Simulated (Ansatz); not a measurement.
**CH8GaNSi: how energies converge with the basis set**

Aim: see how fast density functionals converge with the basis set for CH8GaNSi.

Method: one geometry, several basis sets; program: Ansatz 0.2.0, Gaussian basis.

Levels to be run: PBE0-D4/def2-SVP; ωB97M-V/def2-SVP; PBE0-D4/def2-QZVPP; ωB97M-V/def2-QZVPP; the functionals' def2-TZVPP values are taken from earlier runs.

### Step 1. The relaxed structure

The geometry comes from an earlier relaxation with PBE0-D4 in a triple-zeta def2 set; it is a stationary point, not always the lowest conformer.

SMILES `[CH3][GaH][NH][SiH3]`, 12 atoms, charge 0, spin multiplicity 1.

Atoms are counted from 1 here; the program's logs count them from 0.

Bond lengths: C1–Ga2 1.959 Å, C1–H5 1.094 Å, C1–H6 1.091 Å, C1–H7 1.092 Å, Ga2–N3 1.842 Å, Ga2–H8 1.565 Å, N3–Si4 1.722 Å, N3–H9 1.009 Å, Si4–H10 1.491 Å, Si4–H11 1.491 Å, Si4–H12 1.488 Å. Angles: Ga2–C1–H5 109.7°, Ga2–C1–H6 111.4°, Ga2–C1–H7 111.4°, H5–C1–H6 107.5°, H5–C1–H7 107.8°, H6–C1–H7 108.8°, C1–Ga2–N3 116.6°, C1–Ga2–H8 127.7°, N3–Ga2–H8 115.7°, Ga2–N3–Si4 128.3°, Ga2–N3–H9 116.1°, Si4–N3–H9 115.6°, N3–Si4–H10 112.1°, N3–Si4–H11 112.0°, N3–Si4–H12 109.3°, H10–Si4–H11 106.4°, H10–Si4–H12 108.4°, H11–Si4–H12 108.5°.

### Step 2. PBE0-D4 in def2-SVP

in.yaml

```yaml
crystal:
  periodic: [false, false, false]
  atoms:
    - {symbol: C, position_ang: [-1.356580, 1.389851, -0.534111]}
    - {symbol: Ga, position_ang: [-0.974468, 0.269447, 1.027309]}
    - {symbol: N, position_ang: [0.479156, -0.854579, 0.898619]}
    - {symbol: Si, position_ang: [1.564961, -1.047924, -0.423690]}
    - {symbol: H, position_ang: [-2.107697, 0.903113, -1.162557]}
    - {symbol: H, position_ang: [-1.755559, 2.361548, -0.238421]}
    - {symbol: H, position_ang: [-0.463123, 1.545765, -1.141484]}
    - {symbol: H, position_ang: [-1.767979, 0.201032, 2.374956]}
    - {symbol: H, position_ang: [0.663930, -1.435205, 1.703024]}
    - {symbol: H, position_ang: [2.285936, 0.216432, -0.747500]}
    - {symbol: H, position_ang: [0.858739, -1.459549, -1.670182]}
    - {symbol: H, position_ang: [2.572704, -2.089930, -0.085962]}
basis:
  gaussian: {orbitals: def2-SVP}
hamiltonian: {xc: pbe0, dispersion: d4}
output: {orbitals: {seedname: orbitals}}
```

Further steps of the session: ωB97M-V in def2-SVP; PBE0-D4 in def2-QZVPP; ωB97M-V in def2-QZVPP.

**Question.** What will the summary of the whole plan be? Wanted: PBE0-D4: double and triple zeta above quadruple; ωB97M-V: double and triple zeta above quadruple.

As calculated:

```
                                       quantity           value
PBE0-D4: double and triple zeta above quadruple  14.25, 1.63 eV
ωB97M-V: double and triple zeta above quadruple  14.34, 1.56 eV
```

PBE0-D4 gains 12.62 eV from double to triple zeta, then 1.63 eV more. These are total energies; as a rule much of such shifts cancels in differences, which this series doesn't test.
